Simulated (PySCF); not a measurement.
# Cl6Ta ([TaCl6]2-): the cost of one run

Computed with PySCF 2.14.0 and routines of our own; the level stands in each step. Atoms count from 0.

### 1 The starting structure

7 atoms, charge -2, states of the metal's open shell are computed; geometry from: model start, shaken.

### 2 Relaxing the molecule at PBE0-D3(BJ)/def2-SVP

Job settings and geometry (Å):

```
{"job": {"xc": "PBE0", "basis": "def2-SVP", "d3": "d3bj", "grid": 1, "maxiter": 45, "solvent": "water", "kind": "geom"}, "charge": -2, "metal": "Ta", "open_shell": "d1"}
Ta     0.000020     0.004480    -0.004110
Cl    -0.013360    -0.006820     2.375130
Cl     0.000900     0.020100    -2.397380
Cl     2.380690     0.007350     0.005350
Cl    -2.388420    -0.013960    -0.000440
Cl     0.010430     2.369840    -0.006860
Cl    -0.028520    -2.409340    -0.027630
```

Run with:

```console
$ OMP_NUM_THREADS=1 python lf_run.py task.json out
```

This one command runs all jobs of the session in turn.

**Question.** How long does this first job take on 1 thread of Arm Neoverse V2, shared host, and how much memory does it need?

About 10 min, with a peak of 1.1 GiB.
